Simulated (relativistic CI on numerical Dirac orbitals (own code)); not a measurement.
# Tc²⁺: L2,3 absorption multiplets

Wanted: the shape of the L2,3 absorption spectrum of Tc²⁺ in 4 surroundings, from the same atomic integrals.

Method: Dirac-Coulomb-Breit CI, KLI orbitals optimised for each configuration, model QED (radiative potential, 1s self-energy scaled to tabulated hydrogen-like ionisation energies), valence Slater integrals scaled by 0.8, multiplet model of core-to-valence dipole absorption in a parametric crystal field. Code: relativistic CI on numerical Dirac orbitals (own code) version 1.

### 1 The system

- ion: Tc²⁺ (Tc III)
- nuclear charge: 43
- electrons: 41
- configurations: [Kr] 4d5 → [He] 2s2 2p5 3s2 3p6 3d10 4s2 4p6 4d6
- magnetising field for the dichroism, Lz and Sz: exchange field 10 meV on Sz; these come from the lowest magnetised state alone (0 K)
- temperature of the isotropic spectrum: 300 K
- widths: Lorentz 1.6 eV, Gauss 0.5 eV
- surrounding 1: Oh, 10Dq = 28400 cm⁻¹
- surrounding 2: Oh, 10Dq = 34350 cm⁻¹
- surrounding 3: Oh, 10Dq = 40250 cm⁻¹
- surrounding 4: Oh, 10Dq = 46200 cm⁻¹

### 2 Surrounding 1: Oh, 10Dq = 28400

The run's settings:

```ini
atom Tc  Z=43  charge=2  electrons=41
nucleus A=97  rms_radius_fm=4.4112
hamiltonian dirac-coulomb  breit=on  qed=on  c_scale=1
orbitals kli  potential=per-configuration
slater_scale 0.8
correlation none
mixing on
configurations
  [Kr] 4d5
  [He] 2s2 2p5 3s2 3p6 3d10 4s2 4p6 4d6
end
absorption L2,3 T=300 lorentz=1.6 gauss=0.5
crystal_field Oh 10Dq=28400
```

### 3 Surrounding 2: Oh, 10Dq = 34350

The settings differ from step 2 so:

```diff
@@ -12,2 +12,2 @@
 absorption L2,3 T=300 lorentz=1.6 gauss=0.5
-crystal_field Oh 10Dq=28400
+crystal_field Oh 10Dq=34350
```

### 4 Surrounding 3: Oh, 10Dq = 40250

The settings differ from step 3 so:

```diff
@@ -12,2 +12,2 @@
 absorption L2,3 T=300 lorentz=1.6 gauss=0.5
-crystal_field Oh 10Dq=34350
+crystal_field Oh 10Dq=40250
```

### 5 Surrounding 4: Oh, 10Dq = 46200

The settings differ from step 4 so:

```diff
@@ -12,2 +12,2 @@
 absorption L2,3 T=300 lorentz=1.6 gauss=0.5
-crystal_field Oh 10Dq=40250
+crystal_field Oh 10Dq=46200
```

(Steps that only read results are left out.)

Before running it: what results should come out? Wanted: highest peak, first run; ground spin; share of the lower edge; core spin-orbit splitting.

**Answer**, as computed:

| surrounding | ground S | Lz (0 K) | Sz (0 K) | centroid (eV) | share of the lower edge | up to four highest peaks (% of the highest), eV |
| --- | --- | --- | --- | --- | --- | --- |
| 1: Oh | 0.51 | -0.82 | -0.19 | 2705.72 | 0.782 | 2677.5 (39), 2680.8 (100), 2797.2 (36) |
| 2: Oh | 0.51 | -0.80 | -0.19 | 2706.79 | 0.776 | 2677.2 (39), 2681.0 (100), 2797.8 (38) |
| 3: Oh | 0.50 | -0.79 | -0.19 | 2707.60 | 0.771 | 2677.0 (40), 2681.5 (100), 2798.2 (39) |
| 4: Oh | 0.50 | -0.78 | -0.19 | 2708.27 | 0.768 | 2676.8 (40), 2682.0 (100), 2798.5 (40) |

```
                                 quantity           value
                  highest peak, first run       2680.8 eV
      ground spin (effective S from ⟨S²⟩)            0.51
                  share of the lower edge  0.768 to 0.782
core spin-orbit splitting (without Breit)       120.51 eV
```

**Reading.** The lower edge takes 0.78 of the intensity in surrounding 1, above the statistical 0.67. The position of the maximum differs by up to 1.2 eV between the surroundings, by shifts of peaks or by peaks exchanging rank. Edge positions are free-ion values and differ from those in solids by a few eV or more.
